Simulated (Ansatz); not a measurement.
# Y (Y (0001), 5 layers): how the settings move a single-point run

How sensitive is a single-point run of Y (Y (0001), 5 layers) to its settings? A reference run comes first, then one run with altered input.

Computed with Ansatz 0.2.0 (reference: DFT, PBE, PAW with Ansatz's default frozen-core files, scalar-relativistic, unless a step's input says otherwise).

## (1) The starting structure

It takes space group P-6m2 (No. 187, hexagonal). Conventional cell: a = 3.653 Å, b = 3.653 Å, c = 27.398 Å, α = 90.00°, β = 90.00°, γ = 120.00°. Around Y (site symmetry 3m) lie 9 Y at 3.55 to 3.65 Å. Y (site symmetry 3m) has 12 Y at 3.55 to 3.65 Å in its first shell of neighbours. Around Y (site symmetry -6m2) lie 12 Y at 3.55 to 3.65 Å.

Structure file:

```cif
data_structure
_symmetry_space_group_name_H-M 'P 1'
_symmetry_Int_Tables_number 1
_cell_length_a 3.6526
_cell_length_b 3.6526
_cell_length_c 27.3984
_cell_angle_alpha 90.000
_cell_angle_beta 90.000
_cell_angle_gamma 120.000
_cell_volume 316.57
loop_
_atom_site_label
_atom_site_type_symbol
_atom_site_fract_x
_atom_site_fract_y
_atom_site_fract_z
_atom_site_occupancy
Y1 Y 0.00000 0.00000 0.29199 1
Y2 Y 0.33333 0.66667 0.39599 1
Y3 Y 0.00000 0.00000 0.50000 1
Y4 Y 0.33333 0.66667 0.60401 1
Y5 Y 0.00000 0.00000 0.70801 1
```

## (2) Reference

input.yaml reads:

```yaml
crystal:
  lattice:
    - [3.6526183111, 0.0, 0.0]
    - [-1.8263091556, 3.1632602477, 0.0]
    - [0.0, 0.0, 27.3984]
  atoms:
    - { symbol: "Y", position: [0.0, 0.0, 0.2919874756] }
    - { symbol: "Y", position: [0.333333334, 0.666666666, 0.3959937379] }
    - { symbol: "Y", position: [0.0, 0.0, 0.4999999997] }
    - { symbol: "Y", position: [0.333333334, 0.666666666, 0.6040062621] }
    - { symbol: "Y", position: [0.0, 0.0, 0.7080125244] }
kpoints:
  mp_grid: { grid: [13, 13, 1] }
scf:
  occupations: { method: fermi_dirac, width: 0.1 }
hamiltonian:
  xc: pbe
  pseudopotentials: { kind: paw }
output:
  forces: true
  stress: true
  eigenvalues: true
  populations: true
efield:
  axis: 3
  amplitude: 0
  dipole_correction: true
```

Command:

```bash
> ansatz run input.yaml --threads 2 --pin off --max-ram 4096MiB --backend cpu --events-out ev --progress --plain --runs-dir out
```

## (3) Variant: xc pbesol

Edit input.yaml of step 2 so:

```diff
@@ -16,3 +16,3 @@
 hamiltonian:
-  xc: pbe
+  xc: pbesol
   pseudopotentials: { kind: paw }
```

Q: Predict the outcome of this session. Wanted: for each run, ending; energy change; gap; force.

As calculated:

| run | ending | energy change | gap (eV) | force (eV/Å) | cycles | time |
| --- | --- | --- | --- | --- | --- | --- |
| reference | converged | - | 0.00 | 0.18 | 8 | 16 s |
| 1: xc pbesol | converged | not comparable | 0.00 | 0.29 | 8 | 14 s |

Residual by cycle in the longest SCF loop of each run; runs are numbered as in the table. The quantity is the density residual dr2, in eV.

```csv
cycle,reference,run 1
1,0.775,0.448
2,0.01,0.00657
3,0.00715,0.00472
4,2.3e-4,1.5e-4
5,3.0e-5,2.1e-5
6,7.3e-6,4.5e-6
7,7.3e-7,3.6e-7
8,8.1e-8,7.9e-8
```

A change of functional puts the total energy on another scale; the largest force goes from 0.18 to 0.29 eV/Å.
